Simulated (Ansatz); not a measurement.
**SiMe(OiPr)3 (C₁₀H₂₄O₃Si): single points with varied inputs**

Aim: run SiMe(OiPr)3 (C₁₀H₂₄O₃Si) under a spread of inputs, and see what each costs and gives.

Method: the settings change from run to run; program: Ansatz 0.2.0, Gaussian basis.

### 1 The relaxed structure

The structure was relaxed beforehand with PBE-D4/def2-SVP.

38 atoms, charge 0, spin multiplicity 1.

Atoms are counted from 1 here; the program's logs count them from 0.

Bond lengths: Si1–C2 1.875 Å, Si1–O6 1.671 Å, Si1–O17 1.671 Å, Si1–O28 1.670 Å, C2–H3 1.109 Å, C2–H4 1.109 Å, C2–H5 1.109 Å, O6–C7 1.436 Å, C7–C8 1.525 Å, C7–C9 1.528 Å, C7–H10 1.118 Å, C8–H11 1.109 Å, C8–H12 1.109 Å, C8–H13 1.108 Å, C9–H14 1.107 Å, C9–H15 1.109 Å, C9–H16 1.109 Å, O17–C18 1.435 Å and more. Angles: C2–Si1–O6 111.2°, C2–Si1–O17 111.2°, C2–Si1–O28 111.3°, O6–Si1–O17 107.8°, O6–Si1–O28 107.3°, O17–Si1–O28 107.8°, Si1–C2–H3 111.2°, Si1–C2–H4 111.0°, Si1–C2–H5 111.0°, H3–C2–H4 107.8°, H3–C2–H5 107.9°, H4–C2–H5 107.8°, Si1–O6–C7 124.9°, O6–C7–C8 107.8°, O6–C7–C9 109.5°, O6–C7–H10 109.5°, C8–C7–C9 113.2°, C8–C7–H10 108.4° and more.

### 2 r2SCAN/cc-pVDZ

Options: unrestricted orbitals, atoms shaken by 0.03 Å, D4 dispersion.

Input file in.yaml:

```yaml
crystal:
  periodic: [false, false, false]
  atoms:
    - {symbol: Si, position_ang: [0.066499, -0.052758, 0.519226]}
    - {symbol: C, position_ang: [0.404258, -0.367473, 2.336991]}
    - {symbol: H, position_ang: [-0.523900, -0.334024, 2.893356]}
    - {symbol: H, position_ang: [1.082839, 0.437940, 2.725061]}
    - {symbol: H, position_ang: [0.960524, -1.371814, 2.468121]}
    - {symbol: O, position_ang: [1.439003, -0.163961, -0.390872]}
    - {symbol: C, position_ang: [2.270544, -1.346791, -0.608436]}
    - {symbol: C, position_ang: [3.707757, -0.966176, -0.654893]}
    - {symbol: C, position_ang: [1.763485, -2.088010, -1.855764]}
    - {symbol: H, position_ang: [2.141522, -2.004662, 0.216716]}
    - {symbol: H, position_ang: [3.941193, -0.243026, -1.471961]}
    - {symbol: H, position_ang: [4.415472, -1.849688, -0.815967]}
    - {symbol: H, position_ang: [4.062885, -0.460372, 0.220747]}
    - {symbol: H, position_ang: [0.642331, -2.363580, -1.793233]}
    - {symbol: H, position_ang: [1.958615, -1.391654, -2.718238]}
    - {symbol: H, position_ang: [2.340630, -2.998812, -2.038981]}
    - {symbol: O, position_ang: [-0.541359, 1.456732, 0.193839]}
    - {symbol: C, position_ang: [0.019727, 2.699672, 0.490861]}
    - {symbol: C, position_ang: [-0.985925, 3.729321, 0.884863]}
    - {symbol: C, position_ang: [0.884955, 3.131999, -0.774121]}
    - {symbol: H, position_ang: [0.835422, 2.636106, 1.306766]}
    - {symbol: H, position_ang: [-1.809875, 3.828142, 0.074634]}
    - {symbol: H, position_ang: [-0.519358, 4.726723, 1.114051]}
    - {symbol: H, position_ang: [-1.498881, 3.352684, 1.730617]}
    - {symbol: H, position_ang: [1.592821, 2.393672, -1.056754]}
    - {symbol: H, position_ang: [0.162879, 3.235513, -1.612821]}
    - {symbol: H, position_ang: [1.388160, 4.070858, -0.569773]}
    - {symbol: O, position_ang: [-0.949797, -1.188442, -0.086355]}
    - {symbol: C, position_ang: [-2.289316, -1.432926, 0.265706]}
    - {symbol: C, position_ang: [-2.605512, -2.922734, 0.168848]}
    - {symbol: C, position_ang: [-3.230291, -0.503040, -0.476108]}
    - {symbol: H, position_ang: [-2.441767, -1.131934, 1.336996]}
    - {symbol: H, position_ang: [-2.495186, -3.204227, -0.905698]}
    - {symbol: H, position_ang: [-3.751505, -3.095136, 0.372125]}
    - {symbol: H, position_ang: [-1.920417, -3.523231, 0.719928]}
    - {symbol: H, position_ang: [-2.956365, 0.564997, -0.364548]}
    - {symbol: H, position_ang: [-3.141691, -0.715276, -1.676099]}
    - {symbol: H, position_ang: [-4.319115, -0.656325, -0.187749]}
basis:
  gaussian: {orbitals: cc-pVDZ}
magnetization: {spin_polarized: true, initial_magnetization: 0}
hamiltonian: {xc: {name: r2SCAN}, dispersion: d4}
scf: {omitted_lower_state_checks: [starts]}
output: {forces: true}
```

Started as:

```sh
> ansatz run in.yaml --threads 2 --pin off --events-out ev --progress --plain --max-ram 32768MiB --backend cuda --devices 0, --max-vram 18GiB
```

Output, cut to the lines that bear on the results:

```text
Functional definition: r2SCAN
  name "r2SCAN"
  cite "Furness, Kaplan, Ning, Perdew & Sun, J. Phys. Chem. Lett. 11, 8208 (2020) doi:10.1021/acs.jpclett.0c02405"
  cite "Furness, Kaplan, Ning, Perdew & Sun, J. Phys. Chem. Lett. 11, 9248 (2020) doi:10.1021/acs.jpclett.0c03077"
  parent r2scan
[...]
3835 factors; their error is unknown
[...]
mean field -24773.94973489 eV, -910.4258603711 hartree, gradient 7.7e-5 eV, S^2 0.000000; 0 other end points of the search recorded, 0 dependent functions left out
[...]
reference -24773.94975606 eV, -910.4258611491 hartree; 61, 61 occupied and 259, 259 virtual orbitals, 3835 factors
Total energy: -24774.26519359 eV, -910.4374532645 hartree
Atom 0 at     0.066499    -0.052758     0.519226 Å, force     0.734859     0.060588     0.644793 eV/Å
Atom 1 at     0.404258    -0.367473     2.336991 Å, force     1.619316    -0.391676    -0.377889 eV/Å
Atom 2 at    -0.523900    -0.334024     2.893356 Å, force    -0.435649    -0.208375     0.519605 eV/Å
Atom 3 at     1.082839     0.437940     2.725061 Å, force    -0.394192    -0.464397    -0.122851 eV/Å
Atom 4 at     0.960524    -1.371814     2.468121 Å, force    -0.931184     1.299728    -0.084590 eV/Å
Atom 5 at     1.439003    -0.163961    -0.390872 Å, force     1.372843    -0.292756    -0.596046 eV/Å
Atom 6 at     2.270544    -1.346791    -0.608436 Å, force    -1.394009     0.218794    -0.735246 eV/Å
[...]
Atom 22 at    -0.519358     4.726723     1.114051 Å, force    -0.363725    -0.764454    -0.249019 eV/Å
Atom 23 at    -1.498881     3.352684     1.730617 Å, force    -0.813527    -0.258813     1.521128 eV/Å
Atom 24 at     1.592821     2.393672    -1.056754 Å, force     0.897187    -1.118615    -0.090089 eV/Å
Atom 25 at     0.162879     3.235513    -1.612821 Å, force     0.302182     0.208436     0.081864 eV/Å
Atom 26 at     1.388160     4.070858    -0.569773 Å, force     0.198620     0.563919    -0.035554 eV/Å
Atom 27 at    -0.949797    -1.188442    -0.086355 Å, force    -0.273250    -0.835173    -0.849088 eV/Å
Atom 28 at    -2.289316    -1.432926     0.265706 Å, force    -0.926124     0.503291     1.713956 eV/Å
Atom 29 at    -2.605512    -2.922734     0.168848 Å, force    -2.571187     0.946474    -1.980932 eV/Å
Atom 30 at    -3.230291    -0.503040    -0.476108 Å, force    -0.726608    -0.541059    -3.203864 eV/Å
Atom 31 at    -2.441767    -1.131934     1.336996 Å, force     0.213856    -0.246949    -0.018865 eV/Å
Atom 32 at    -2.495186    -3.204227    -0.905698 Å, force     0.070522    -0.024609     0.281803 eV/Å
Atom 33 at    -3.751505    -3.095136     0.372125 Å, force     2.147062     0.101916     0.134391 eV/Å
Atom 34 at    -1.920417    -3.523231     0.719928 Å, force     0.469425    -0.701178     0.974529 eV/Å
Atom 35 at    -2.956365     0.564997    -0.364548 Å, force     0.001527    -0.343327     0.205264 eV/Å
Atom 36 at    -3.141691    -0.715276    -1.676099 Å, force    -0.287956     0.395893     2.580342 eV/Å
Atom 37 at    -4.319115    -0.656325    -0.187749 Å, force     1.069160     0.111626    -0.206242 eV/Å
Dipole moment:     0.066747    -0.110869     0.355932 e Å
Checks for a lower state left out: starts
```

Run time: 7.5 s. Hardware: 1 × H100 (card shared with other runs) with 2 threads of AMD EPYC 7R13, shared host; peak host memory 1.2 GiB.

Largest force 4.026 eV/Å, dipole 1.82 D, ⟨S²⟩ 0.000.

### 3 wB97X/def2-mTZVP

Set apart from the defaults: high accuracy.

Input file in.yaml:

```yaml
crystal:
  periodic: [false, false, false]
  atoms:
    - {symbol: Si, position_ang: [0.092663, -0.064479, 0.488530]}
    - {symbol: C, position_ang: [0.429405, -0.356385, 2.309557]}
    - {symbol: H, position_ang: [-0.512703, -0.365459, 2.895191]}
    - {symbol: H, position_ang: [1.080373, 0.439416, 2.726349]}
    - {symbol: H, position_ang: [0.938679, -1.329023, 2.469322]}
    - {symbol: O, position_ang: [1.499565, -0.157650, -0.408901]}
    - {symbol: C, position_ang: [2.269137, -1.353058, -0.609807]}
    - {symbol: C, position_ang: [3.740873, -0.957147, -0.657981]}
    - {symbol: C, position_ang: [1.793558, -2.056825, -1.879411]}
    - {symbol: H, position_ang: [2.117557, -2.044900, 0.255583]}
    - {symbol: H, position_ang: [3.919432, -0.258574, -1.501203]}
    - {symbol: H, position_ang: [4.388551, -1.846155, -0.796902]}
    - {symbol: H, position_ang: [4.038998, -0.447505, 0.279646]}
    - {symbol: H, position_ang: [0.717899, -2.305223, -1.795097]}
    - {symbol: H, position_ang: [1.929570, -1.390473, -2.755904]}
    - {symbol: H, position_ang: [2.365306, -2.990877, -2.055656]}
    - {symbol: O, position_ang: [-0.577626, 1.444131, 0.232318]}
    - {symbol: C, position_ang: [0.068391, 2.701378, 0.479398]}
    - {symbol: C, position_ang: [-1.008509, 3.704595, 0.880688]}
    - {symbol: C, position_ang: [0.855038, 3.129030, -0.759832]}
    - {symbol: H, position_ang: [0.783702, 2.591936, 1.332686]}
    - {symbol: H, position_ang: [-1.741266, 3.824156, 0.055747]}
    - {symbol: H, position_ang: [-0.565989, 4.696530, 1.103063]}
    - {symbol: H, position_ang: [-1.555202, 3.353197, 1.778587]}
    - {symbol: H, position_ang: [1.606747, 2.358704, -1.020263]}
    - {symbol: H, position_ang: [0.166809, 3.247331, -1.622337]}
    - {symbol: H, position_ang: [1.373863, 4.094486, -0.588402]}
    - {symbol: O, position_ang: [-0.963925, -1.204286, -0.123425]}
    - {symbol: C, position_ang: [-2.323524, -1.401025, 0.289282]}
    - {symbol: C, position_ang: [-2.649113, -2.881619, 0.119109]}
    - {symbol: C, position_ang: [-3.245403, -0.486629, -0.518667]}
    - {symbol: H, position_ang: [-2.425876, -1.140104, 1.372569]}
    - {symbol: H, position_ang: [-2.545548, -3.172838, -0.947029]}
    - {symbol: H, position_ang: [-3.686448, -3.101097, 0.443565]}
    - {symbol: H, position_ang: [-1.953708, -3.506062, 0.715361]}
    - {symbol: H, position_ang: [-2.953570, 0.572549, -0.379118]}
    - {symbol: H, position_ang: [-3.164815, -0.727674, -1.599077]}
    - {symbol: H, position_ang: [-4.302901, -0.612377, -0.207523]}
basis:
  gaussian: {orbitals: def2-mTZVP}
hamiltonian: {xc: {name: wB97X}}
accuracy: high
scf: {omitted_lower_state_checks: [starts]}
```

Launched as before.

Output, cut to the lines that bear on the results:

```text
Functional definition: wB97X
  name "wB97X"
  cite "Chai & Head-Gordon, J. Chem. Phys. 128, 084106 (2008) doi:10.1063/1.2834918"
  cite "Becke, J. Chem. Phys. 107, 8554 (1997) doi:10.1063/1.475007"
[...]
  # The coefficients of nought are those of the uniform gas.
[...]
      + exact_x_lr(omega)
[...]
      + integral(e_c_pw_opposite_spin*poly(b97_u_opposite, 1, cos1, cos2, cos3, cos4))
[...]
7728 factors; integrals over basis functions are off by at most 4.3e-7 eV
1105 factors; integrals over basis functions are off by at most 2.1e-9 eV
[...]
mean field -24786.18815639 eV, -910.8756140654 hartree, gradient 3.0e-8 eV, S^2 0.000000; 0 other end points of the search recorded, 0 dependent functions left out
reference -24786.18814987 eV, -910.8756138258 hartree; 61, 61 occupied and 295, 295 virtual orbitals, 7728 factors
Total energy: -24786.18814987 eV, -910.8756138258 hartree
Checks for a lower state left out: starts
```

It took 29 s on 1 × H100 (card shared with other runs) with 2 threads of AMD EPYC 7R13, shared host; peak host memory 2.3 GiB.

### 4 CAM-B3LYP/6-31G*

in.yaml: that of step 3 with these lines changed.

```diff
@@ -42,5 +42,5 @@
 basis:
-  gaussian: {orbitals: def2-mTZVP}
-hamiltonian: {xc: {name: wB97X}}
-accuracy: high
+  gaussian: {orbitals: "6-31G*"}
+hamiltonian: {xc: {name: CAM-B3LYP}}
 scf: {omitted_lower_state_checks: [starts]}
+output: {forces: true}
```

Same command.

Output, cut to the lines that bear on the results:

```text
Functional definition: CAM-B3LYP
  name "CAM-B3LYP"
  cite "Yanai, Tew & Handy, Chem. Phys. Lett. 393, 51 (2004) doi:10.1016/j.cplett.2004.06.011"
  cite "Iikura, Tsuneda, Yanai & Hirao, J. Chem. Phys. 115, 3540 (2001) doi:10.1063/1.1383587"
  cite "Becke, Phys. Rev. A 38, 3098 (1988) doi:10.1103/PhysRevA.38.3098"
  cite "Lee, Yang & Parr, Phys. Rev. B 37, 785 (1988) doi:10.1103/PhysRevB.37.785"
  cite "Vosko, Wilk & Nusair, Can. J. Phys. 58, 1200 (1980) doi:10.1139/p80-159"
[...]
  # Exact exchange under (alpha + beta erf(omega r))/r, Becke's under what is left of 1/r.
[...]
2752 factors; integrals over basis functions are off by at most 9.1e-4 eV
944 factors; integrals over basis functions are off by at most 5.9e-6 eV
[...]
mean field -24776.21723047 eV, -910.5091892966 hartree, gradient 2.6e-5 eV, S^2 0.000000; 0 other end points of the search recorded, 0 dependent functions left out
[...]
Atom 29 at    -2.649113    -2.881619     0.119109 Å, force    -0.013884    -0.299749    -0.106839 eV/Å
Atom 30 at    -3.245403    -0.486629    -0.518667 Å, force    -0.108348     0.160302    -0.213714 eV/Å
Atom 31 at    -2.425876    -1.140104     1.372569 Å, force     0.086801    -0.131303    -0.547953 eV/Å
Atom 32 at    -2.545548    -3.172838    -0.947029 Å, force    -0.050958     0.136069     0.483124 eV/Å
Atom 33 at    -3.686448    -3.101097     0.443565 Å, force     0.445382     0.115702    -0.140496 eV/Å
Atom 34 at    -1.953708    -3.506062     0.715361 Å, force    -0.314962     0.292641    -0.262626 eV/Å
Atom 35 at    -2.953570     0.572549    -0.379118 Å, force    -0.130296    -0.486709    -0.062451 eV/Å
Atom 36 at    -3.164815    -0.727674    -1.599077 Å, force    -0.040032     0.097676     0.489170 eV/Å
Atom 37 at    -4.302901    -0.612377    -0.207523 Å, force     0.464569     0.034674    -0.121233 eV/Å
Dipole moment:     0.050979    -0.060717     0.323566 e Å
Checks for a lower state left out: starts
```

Run time: 6 s. Hardware: 1 × H100 (card shared with other runs) with 2 threads of AMD EPYC 7R13, shared host; peak host memory 1 GiB.

Largest force 0.725 eV/Å, dipole 1.60 D.

### 5 PBEsol/STO-3G

Options: multiplicity 3, the search for lower states set to light.

in.yaml: that of step 4 with these lines changed.

```diff
@@ -42,5 +42,5 @@
 basis:
-  gaussian: {orbitals: "6-31G*"}
-hamiltonian: {xc: {name: CAM-B3LYP}}
-scf: {omitted_lower_state_checks: [starts]}
-output: {forces: true}
+  gaussian: {orbitals: STO-3G}
+magnetization: {spin_polarized: true, initial_magnetization: 2}
+hamiltonian: {xc: {name: PBEsol}}
+scf: {lower_state_search: light}
```

Same command.

Output, cut to the lines that bear on the results:

```text
Functional definition: PBEsol
  name "PBEsol"
  cite "Perdew et al., Phys. Rev. Lett. 100, 136406 (2008) doi:10.1103/PhysRevLett.100.136406"
  cite "Perdew, Burke & Ernzerhof, Phys. Rev. Lett. 77, 3865 (1996) doi:10.1103/PhysRevLett.77.3865"
  parent pbesol
[...]
1387 factors; integrals over basis functions are off by at most 4.0e-5 eV
[...]
mean field -24364.45947831 eV, -895.3773710042 hartree, gradient 1.3e-5 eV, S^2 2.001443; 14 other end points of the search recorded, 0 dependent functions left out
reference -24364.45952685 eV, -895.3773727881 hartree; 62, 60 occupied and 36, 38 virtual orbitals, 1387 factors
Total energy: -24364.45952685 eV, -895.3773727881 hartree
```

It took 16 s on 1 × H100 (card shared with other runs) with 2 threads of AMD EPYC 7R13, shared host; peak host memory 0.84 GiB.

⟨S²⟩ 2.001.

### 6 The runs in one table

```tsv
level	charge	multiplicity	geometry	functions	energy (eV)	time
r2SCAN/cc-pVDZ	0	1	shaken	320	-24774.265	7.5 s
wB97X/def2-mTZVP	0	1	relaxed	356	-24786.188	29 s
CAM-B3LYP/6-31G*	0	1	relaxed	262	-24776.217	6 s
PBEsol/STO-3G	0	3	relaxed	98	-24364.460	16 s
```

### 7 What came out

| quantity | value |
| --- | --- |
| runs | 4 |
| quickest | CAM-B3LYP/6-31G*, 6 s |
| slowest | wB97X/def2-mTZVP, 29 s |
| spread of total energies, same state and geometry | 10.0 eV |

wB97X/def2-mTZVP took 5 times as long as CAM-B3LYP/6-31G*. The jobs differ in tasks and options as well as level. Total energies at one charge and spin differ by 10 eV between levels, so only differences within one level mean anything. At the PBE-D4/def2-SVP geometry and in the same state, the sound runs without point charges leave forces up to 0.73 eV/Å (CAM-B3LYP/6-31G*), against 4.0 eV/Å where the atoms were moved.
